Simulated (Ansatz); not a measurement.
# Cl3H3OSiSn: the cost of one run

Computed with Ansatz 0.2.0, Gaussian basis. Level: r2SCAN/def2-SVP with D3(BJ) dispersion.

## Step 1: Structure used throughout

The geometry comes from an earlier relaxation with PBE0-D4 in a triple-zeta def2 set; it is a stationary point, not always the lowest conformer. Sn takes the def2 core potential; no spin-orbit term is included.

SMILES `[SiH3][O][Sn]([Cl])([Cl])[Cl]`, 9 atoms, charge 0, spin multiplicity 1.

Atoms are counted from 1 here; the program's logs count them from 0.

Bond lengths: Si1–O2 1.648 Å, Si1–H7 1.482 Å, Si1–H8 1.486 Å, Si1–H9 1.486 Å, O2–Sn3 1.917 Å, Sn3–Cl4 2.290 Å, Sn3–Cl5 2.282 Å, Sn3–Cl6 2.290 Å. Angles: O2–Si1–H7 107.2°, O2–Si1–H8 110.4°, O2–Si1–H9 110.4°, H7–Si1–H8 110.0°, H7–Si1–H9 110.0°, H8–Si1–H9 108.8°, Si1–O2–Sn3 137.1°, O2–Sn3–Cl4 109.4°, O2–Sn3–Cl5 107.3°, O2–Sn3–Cl6 109.4°, Cl4–Sn3–Cl5 110.5°, Cl4–Sn3–Cl6 109.7°, Cl5–Sn3–Cl6 110.5°.

## Step 2: Dynamics

in.yaml reads:

```yaml
crystal:
  periodic: [false, false, false]
  atoms:
    - {symbol: Si, position_ang: [0.243477, -1.457952, 0.896651]}
    - {symbol: O, position_ang: [0.730601, -0.195937, -0.045015]}
    - {symbol: Sn, position_ang: [-0.076245, 1.338703, -0.863344]}
    - {symbol: Cl, position_ang: [-1.714194, 0.655579, -2.311057]}
    - {symbol: Cl, position_ang: [1.569682, 2.452531, -1.984159]}
    - {symbol: Cl, position_ang: [-0.989332, 2.673572, 0.758339]}
    - {symbol: H, position_ang: [1.437116, -2.298380, 1.152952]}
    - {symbol: H, position_ang: [-0.798752, -2.253835, 0.197163]}
    - {symbol: H, position_ang: [-0.313951, -0.960581, 2.181472]}
basis:
  gaussian: {orbitals: def2-SVP}
hamiltonian: {xc: {name: r2SCAN}, dispersion: d3bj}
md: {timestep: 1 fs, n_steps: 20, ensemble: nvt_nose_hoover, temperature: 700, initial_velocities: maxwell_boltzmann, seed: 676}
```

Started as:

```console
> ansatz run in.yaml --threads 4 --pin off --events-out ev --progress --plain --max-ram 11315MiB
```

**Question.** How long does this run take on 4 threads of Intel Xeon Platinum 8488C, shared host, and how much memory does it need?

About 47 s, with a peak of 0.25 GiB.
